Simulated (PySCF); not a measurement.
# CH3NSeSi: the cost of one run

The runs use PySCF 2.14.0, with density-fitted response routines of our own; the level of theory stands in each step. All values are computed, except where a source is named. Atoms are numbered from 0 throughout.

## Step 1: Starting geometry

7 atoms, charge 0, multiplicity 1; geometry from: GFN2-xTB. The atoms were then displaced at random by about 0.01 Å, so the start is not that level's minimum.

Bonds of the start (Å): N0–C1 1.18, C1–Si2 1.88, Si2–Se3 2.23, Si2–H4 1.46, Si2–H5 1.47, Se3–H6 1.44.

## Step 2: Relaxing the molecule at PBE0-D3(BJ)/def2-SVP

What the job is given:

```
{"job": {"xc": "PBE0", "basis": "def2-SVP", "d3": "d3bj", "grid": 1, "shake": 0.01, "kind": "geom"}, "charge": 0, "multiplicity": 1}
N      2.054730    -1.562260     0.193140
C      1.285730    -0.673150     0.118760
Si     0.037350     0.726210    -0.005620
Se    -1.879480    -0.142370    -0.755020
H      0.511590     1.651350    -1.030490
H     -0.091050     1.285750     1.344850
H     -1.884920    -1.314630     0.084450
```

Run with:

```
> OMP_NUM_THREADS=1 python probes_run.py task.json out
```

This one command runs all jobs of the session in turn.

Q: Estimate the wall time and peak memory of this first job on 1 thread of Arm Neoverse N1, shared host.

About 50 s, with a peak of 0.39 GiB.
